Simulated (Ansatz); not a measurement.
**C₂H₅AlBF: basis-set convergence**

One table from this session's results is given with a row withheld; the runs are named, their logs left out.

Method: one geometry, several basis sets; program: Ansatz 0.2.0, Gaussian basis.

Plan: PBE0-D4/def2-SVP; ωB97M-V/def2-SVP; PBE0-D4/def2-QZVPP; ωB97M-V/def2-QZVPP; the functionals' def2-TZVPP values are taken from earlier runs.

## Structure used throughout

All runs share one geometry, relaxed beforehand with PBE0-D4 in a triple-zeta def2 set.

SMILES `B[C](=C)[AlH][F]`, 10 atoms, charge 0, spin multiplicity 1.

Atoms are counted from 1 here; the program's logs count them from 0.

Bond lengths: B1–C2 1.545 Å, B1–H6 1.197 Å, B1–H7 1.202 Å, C2–C3 1.349 Å, C2–Al4 1.938 Å, C3–H8 1.092 Å, C3–H9 1.091 Å, Al4–F5 1.650 Å, Al4–H10 1.580 Å. Angles: C2–B1–H6 122.2°, C2–B1–H7 118.9°, H6–B1–H7 118.9°, B1–C2–C3 117.0°, B1–C2–Al4 127.0°, C3–C2–Al4 116.0°, C2–C3–H8 123.5°, C2–C3–H9 121.6°, H8–C3–H9 115.0°, C2–Al4–F5 120.3°, C2–Al4–H10 122.2°, F5–Al4–H10 117.5°.

Set-up of the first run:

in.yaml reads:

```yaml
crystal:
  periodic: [false, false, false]
  atoms:
    - {symbol: B, position_ang: [-1.479865, -0.591596, -0.379146]}
    - {symbol: C, position_ang: [-0.059936, -0.148106, 0.039454]}
    - {symbol: C, position_ang: [0.653743, -1.009686, 0.792629]}
    - {symbol: Al, position_ang: [0.815185, 1.524567, -0.399418]}
    - {symbol: F, position_ang: [0.035261, 2.657756, -1.310954]}
    - {symbol: H, position_ang: [-2.196176, 0.102501, -1.041097]}
    - {symbol: H, position_ang: [-1.878400, -1.669186, -0.027487]}
    - {symbol: H, position_ang: [1.665520, -0.803492, 1.147564]}
    - {symbol: H, position_ang: [0.248200, -1.977454, 1.092457]}
    - {symbol: H, position_ang: [2.279468, 1.863596, 0.088799]}
basis:
  gaussian: {orbitals: def2-SVP}
hamiltonian: {xc: pbe0, dispersion: d4}
output: {orbitals: {seedname: orbitals}}
```

On the command line:

```bash
$ ansatz run in.yaml --threads 2 --pin off --events-out ev --progress --plain --max-ram 4352MiB
```

Among the steps run: PBE0-D4 in def2-SVP; ωB97M-V in def2-SVP; PBE0-D4 in def2-QZVPP; ωB97M-V in def2-QZVPP.

One table of the session follows, with a row left open; its other results are not shown here.

It belongs to the step «Functionals by basis». 

| functional | basis | HOMO (eV) | LUMO (eV) |
| --- | --- | --- | --- |
| PBE0-D4 | def2-SVP | -7.92 | -2.34 |
| PBE0-D4 | def2-TZVPP | -7.96 | -2.42 |
| PBE0-D4 | def2-QZVPP | ? | ? |
| ωB97M-V | def2-SVP | -10.08 | -0.21 |
| ωB97M-V | def2-TZVPP | -10.14 | -0.39 |
| ωB97M-V | def2-QZVPP | -10.16 | -0.43 |

Estimate the missing values for PBE0-D4, def2-QZVPP.

**Answer.** HOMO (eV): -7.96; LUMO (eV): -2.44.
